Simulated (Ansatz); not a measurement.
# H3 (doublet): wave-function methods side by side at distance H1–H2 along a hydrogen transfer = 0.904 Å, cc-pVQZ

One table from this session's results is given with a row withheld; the runs are named, their logs left out.

Method: cc-pVQZ, core rule «outside noble gas», up to 0 orbitals frozen; program: Ansatz 0.2.0, Gaussian basis.

Plan: UHF; CCSD(T) on ROHF; CCSD(T) on UHF; BCCD(T) on ROHF; CISD; CCSDT on ROHF; CCSDT on UHF; CASSCF and NEVPT2, 3 electrons in 3 orbitals; Full CI.

11 further runs of the same task are left out: 3 that didn't finish, 8 set aside as unsound or not needed.

## The geometry

The geometry derives from fragments relaxed apart (PBE0/def2-TZVP) and kept rigid, so it is no stationary point. A hydrogen atom is moved between rigid fragments.

3 atoms, charge 0, spin multiplicity 2.

Atoms are counted from 1 here; the program's logs count them from 0.

Bond lengths: H2–H3 0.808 Å.

Set-up of the first run:

Contents of in.yaml:

```yaml
crystal:
  periodic: [false, false, false]
  atoms:
    - {symbol: H, position_ang: [0.000000, 0.000000, -0.872000]}
    - {symbol: H, position_ang: [0.000000, 0.000000, 0.032000]}
    - {symbol: H, position_ang: [0.000000, 0.000000, 0.840000]}
basis:
  gaussian: {orbitals: cc-pVQZ}
magnetization: {spin_polarized: true, initial_magnetization: 1}
hamiltonian: {xc: hf}
output: {orbitals: {seedname: orbitals}}
```

Launch:

```sh
$ ansatz run in.yaml --threads 1 --pin off --events-out ev --progress --plain --max-ram 2393MiB
```

Among the steps run: UHF; CCSD(T) on ROHF; CCSD(T) on UHF; BCCD(T) on ROHF; CISD; CCSDT on ROHF; CCSDT on UHF; CASSCF and NEVPT2, 3 electrons in 3 orbitals; Full CI.

One of the session's tables, all rows but one given; the rest of the session is left out.

```
        method  from FCI (kcal/mol)
          ROHF               +38.47
           UHF                    ?
          RMP2                +6.81
          UMP2                +7.14
          CISD                +0.41
         RCCSD                +0.45
         UCCSD                +0.37
      RCCSD(T)                +0.07
      UCCSD(T)                +0.07
       BCCD(T)                +0.07
        RCCSDT                 0.00
        UCCSDT                 0.00
CASSCF valence               +22.55
NEVPT2 valence                +5.53
           FCI                    0
```

Estimate the missing values for UHF.

The run gave: from FCI (kcal/mol): +33.18. In the column «from FCI (kcal/mol)» it lies between CASSCF valence (+22.55) and ROHF (+38.47).

Limits of these values: Restricted and unrestricted rows rest on different reference determinants; where their highest levels disagree by more than a few hundredths of an eV, they describe different states and don't form one ladder.
